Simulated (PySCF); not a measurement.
**A diatomic session: SrO−**

What are the lowest state that PBE0 finds, the bond length, vibrational wavenumber and bond energy of SrO−, and how much do these hang on the method?

The runs use PySCF 2.14.0; Sr def2-SVPD with ECP28, O def2-SVPD, scalar-relativistic core potentials.

3 further runs of the same task are left out: 3 set aside as unsound or not needed.

### 1 Set-up

The job is set up so:

| Item | Value |
| --- | --- |
| atoms | Sr, O |
| charge | -1 |
| basis | Sr def2-SVPD with ECP28, O def2-SVPD |
| Hamiltonian | scalar-relativistic core potentials |
| basis functions | 49 |
| electrons treated | 19 |
| masses in u | 87.9056, 15.9949 |
| levels | PBE0, PBE, r²SCAN, M06-2X, MN15, r²SCANh, MP2, SCS-MP2, CCSD, CCSD(T) |
| grid | 80 radial by 434 angular points |
| occupations | held fixed by the projection of orbital angular momentum |
| dissociation limit | Sr + O−, each in its ground configuration |
| starting distance in angstrom | 2.410 |
| values of 2S to try | 1, 3 |

The run is started by

```console
OMP_NUM_THREADS=1 python dia.py task.json out
```

The runs that follow: The PBE0 curve of the state that the search chose; Higher solutions at PBE0; PBE (GGA); r²SCAN (meta-GGA); M06-2X; MN15 (hybrid meta-GGA); r²SCANh; MP2 and coupled cluster.

Before running it: what results should come out? Wanted: for each run, Re; ωe; De; μ.

**Answer**, as computed:

Lowest PBE0 solution found, without spin–orbit coupling: ²Σ⁺ (doublet), unpaired electrons σ ↑. State 2 has its PBE0 minimum 0.57 eV higher. The other levels ran on the lowest alone.

```tsv
level	Re (Å)	ωe (cm⁻¹)	De (eV)	μ (D)
UHF-MP2	2.083	564	3.70	n/a
UHF-CCSD	2.071	586	2.83	n/a
UHF-CCSD(T)	2.091	538	3.08	n/a
PBE	2.053	564	3.69	-3.14
r²SCAN	2.041	596	3.65	-3.24
r²SCANh	2.034	608	3.47	-3.45
PBE0	2.027	614	3.25	-3.44
M06-2X	2.042	604	2.93	-4.76
```

De is counted to Sr + O− in their ground configurations. A positive dipole points from Sr to O; in an ion it is taken about the centre of mass and does not tell which atom is negative. No constants: UHF-SCS-MP2 (the points don't follow one smooth fit); MN15 (the points don't follow one smooth fit).

In words: The methods spread over 0.064 Å in bond length, from PBE0 to UHF-CCSD(T). Among the levels with a De in the table, it runs from 2.83 eV (UHF-CCSD) to 3.70 eV (UHF-MP2).

Correlated steps freeze 1 core orbital. T1 is 0.045 near the minimum (highest on the curve 0.093), which may point to more than one leading configuration. With some functionals the highest level of the anion is positive, from self-interaction error or because the anion is truly unbound there; the finite basis then holds the extra electron, and no neutral molecule was run to test the binding. Spin–orbit coupling is left out.
